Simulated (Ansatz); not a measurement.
# AlGaH: the cost of one run

Computed with Ansatz 0.2.0, Gaussian basis. Level: the settings change from run to run.

23 further runs of the same task are left out: 2 for a known fault of the program, 17 that didn't finish, 4 set aside as unsound or not needed.

**1. The geometry**

The geometry derives from a PBE0/def2-TZVP stationary point (not a proven minimum). One bond is set to the value named and the two fragments are kept rigid. No spin-orbit coupling is included. The filled d shell of Ga may be among the frozen orbitals whatever the setting's name suggests; the logs give the count.

3 atoms, charge 0, spin multiplicity 4.

Atoms are counted from 1 here; the program's logs count them from 0.

Bond lengths: Al1–Ga2 2.308 Å.

**2. MRCISD+Q(relaxed)(5,8)/6-31G**

in.yaml reads:

```yaml
crystal:
  periodic: [false, false, false]
  atoms:
    - {symbol: Al, position_ang: [0.000000, 0.000000, 2.377600]}
    - {symbol: Ga, position_ang: [0.000000, 0.000000, 0.069200]}
    - {symbol: H, position_ang: [0.000000, 0.000000, -2.446800]}
basis:
  gaussian: {orbitals: 6-31G, point_charges: [{charge: 1.00, position_ang: [2.671, 0.515, -0.159]}]}
magnetization: {spin_polarized: false, initial_magnetization: 3}
correlation: {method: fic_mrcisd_q_relaxed, electrons: outside_noble_gas, active_space: {window: {electrons: 5, orbitals: 8}}}
scf: {lower_state_search: light}
```

Run with:

```console
> ansatz run in.yaml --threads 1 --pin off --events-out ev --progress --plain --max-ram 2393MiB
```

Q: Estimate wall time and peak memory on 1 thread of Arm Neoverse V2, shared host.

About 7 s, with a peak of 0.27 GiB.
